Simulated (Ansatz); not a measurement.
# NiO: the cost of one run

Computed with Ansatz 0.2.0 (DFT PBE+U, scalar-relativistic, plane waves, PAW, unless a step's input says otherwise).

### Step 1. The system as given

It takes space group Fm-3m (No. 225, cubic). Conventional cell: a = 4.177 Å, b = 4.177 Å, c = 4.177 Å, α = 90.00°, β = 90.00°, γ = 90.00°. Around Ni (site symmetry m-3m) lie 6 O at 2.09 Å. Around O (site symmetry m-3m) lie 6 Ni at 2.09 Å.

As a file:

```
CELL_PARAMETERS angstrom
2.08850 2.08850 4.17700
4.17700 2.08850 2.08850
2.08850 4.17700 2.08850
ATOMIC_POSITIONS crystal
Ni 0.00000 0.00000 0.00000
Ni 0.50000 0.50000 0.50000
O 0.25000 0.25000 0.25000
O 0.75000 0.75000 0.75000
```

### Step 2. Relaxing cell and atoms: NiO, moments +−

input.yaml reads:

```yaml
crystal:
  lattice:
    - [2.0885, 2.0885, 4.177]
    - [4.177, 2.0885, 2.0885]
    - [2.0885, 4.177, 2.0885]
  atoms:
    - { symbol: Ni, position: [0.0, 0.0, 0.0], spin: 2.0 }
    - { symbol: Ni, position: [0.5, 0.5, 0.5], spin: -2.0 }
    - { symbol: O, position: [0.25, 0.25, 0.25] }
    - { symbol: O, position: [0.75, 0.75, 0.75] }
magnetization:
  spin_polarized: true
scf:
  occupations: { method: fixed }
output:
  forces: true
  stress: true
  populations: true
  write_density: true
  write_potential: true
  elf: true
  volumetric_format: npy
hamiltonian:
  hubbard: { sites: [{ species: Ni, l: d, u_eff: 4.0 }] }
  xc: pbe
relax:
  f_tol: 0.003
  cell: { stress_tol: 0.02 }
kpoints:
  mp_grid: { grid: [6, 6, 6] }
```

Run with:

```bash
> ansatz run input.yaml --threads 4 --pin off --max-ram 8192MiB --backend cpu --events-out ev --progress --plain --runs-dir out
```

**Question.** How long does this run take on 4 threads of Intel Xeon Platinum 8259CL at 2.50GHz (Skylake/Cascade Lake), shared host, and how much memory does it need?

About 12 s, with a peak of 0.48 GiB.
